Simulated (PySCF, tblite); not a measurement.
# C₄H₁₀ClPSi₂: geometry, infrared bands and NMR shifts

Wanted: the infrared bands and NMR shifts of C₄H₁₀ClPSi₂ (`C=C[C@@]1(Cl)[SiH2]P[Si@@H]1C`), by calculation.

Computed with tblite 0.8.0 and PySCF 2.14.0, with density-fitted response routines of our own, on a single molecule in the gas phase. Atoms count from 0, in the outputs and in this text.

## 1. Starting geometry

18 atoms, charge 0, multiplicity 1; geometry from: force field or distance geometry start.

Bonds of the start (Å): C0–C1 1.36, C1–C2 1.50, C2–Cl3 1.77, C2–Si4 1.86, Si4–P5 2.22, P5–Si6 2.20, Si6–C7 1.86, Si6–C2 1.86, C0–H8 1.07, C0–H9 1.07, C1–H10 1.08, Si4–H11 1.46, Si4–H12 1.48, P5–H13 1.44, Si6–H14 1.44, C7–H15 1.13, C7–H16 1.10, C7–H17 1.11.

## 2. Relaxing the molecule with GFN2-xTB

What the job is given:

```
{"job": {"kind": "relax", "xc": "GFN2-xTB", "basis": "xTB"}, "charge": 0, "multiplicity": 1}
C      2.739100    -0.691800    -0.652900
C      1.945900     0.406500    -0.577500
C      0.654400     0.272600     0.177200
Cl     0.880100    -0.175900     1.871400
Si    -0.297800     1.863500     0.031700
P     -1.170400     1.110600    -1.863300
Si    -0.622400    -0.713100    -0.752600
C     -2.053300    -1.336300     0.258900
H      2.475200    -1.638200    -0.219800
H      3.664300    -0.601100    -1.180000
H      2.239200     1.351100    -1.018700
H     -1.240200     2.025200     1.132200
H      0.525900     3.068300    -0.238900
H     -2.605700     1.243900    -1.960000
H     -0.040400    -1.728200    -1.599000
H     -2.835000    -1.692100    -0.472800
H     -2.497600    -0.552400     0.894000
H     -1.770100    -2.206400     0.893600
```

Started as:

```bash
OMP_NUM_THREADS=1 python probes_run.py task.json out
```

This one command runs all jobs of the session in turn.

**Question.** This job is followed by: GFN2-xTB harmonic vibrations, gas phase; GIAO PBE0/pcSseg-1 NMR shielding, non-relativistic, gas phase. Predict these results of the whole session: strongest single infrared mode (GFN2-xTB); zero-point energy (GFN2-xTB); ¹³C shifts against TMS (PBE0/pcSseg-1); ¹H shifts against TMS (PBE0/pcSseg-1, means over atoms taken as alike); ³⁵Cl shifts against HCl (PBE0/pcSseg-1); ²⁹Si shifts against TMS (PBE0/pcSseg-1); ³¹P shifts against H3PO4 (PBE0/pcSseg-1); surface potential, 1st and 99th percentile.

**Answer**, as computed:

```
                                                              quantity                                               value
                             strongest single infrared mode (GFN2-xTB)                                632 cm⁻¹, 357 km/mol
                                          zero-point energy (GFN2-xTB)                                       75.5 kcal/mol
                                ¹³C shifts against TMS (PBE0/pcSseg-1)                         143.2, 110.9, 64.3, 1.0 ppm
¹H shifts against TMS (PBE0/pcSseg-1, means over atoms taken as alike)  6.48, 5.63, 5.16, 5.14, 4.90, 4.77, 1.62, 0.71 ppm
                               ³⁵Cl shifts against HCl (PBE0/pcSseg-1)                                             142 ppm
                               ²⁹Si shifts against TMS (PBE0/pcSseg-1)                                      2.2, -21.3 ppm
                              ³¹P shifts against H3PO4 (PBE0/pcSseg-1)                                          -313.3 ppm
                                 surface potential, 1st and 99th percentile                                  -0.83 V and 1.26 V
```

The optimisation took 119 steps and gained 0.707 eV; among the close pairs (by a distance rule), C2–Si6 changed most, from 1.862 to 1.954 Å. No mode is imaginary among the 48: a minimum at this level. The strongest single mode, at 632 cm⁻¹, is carried by H11, H12, H14. GFN2-xTB is a fitted tight-binding method: band positions and strengths are rough. Its intensities can rank the bands wrongly. The most deshielded carbon is C1 (alkene CH), at 143.2 ppm: an sp2 carbon of a C=C bond. H10 (hydrogen on an alkene CH) lies farthest downfield among hydrogen, at 6.48 ppm; a vinylic proton, deshielded by the sp2 carbon and the C=C anisotropy. At PBE0/pcSseg-1: The largest span, 334 ppm, is at Cl3, where the paramagnetic term is -343 ppm. By nearest atom (PBE0/pcSseg-1), the HOMO sits on C0 28 %; C1, C2 about 16 % each and the LUMO on P5 16 %; Si4, Si6 about 14 % each.
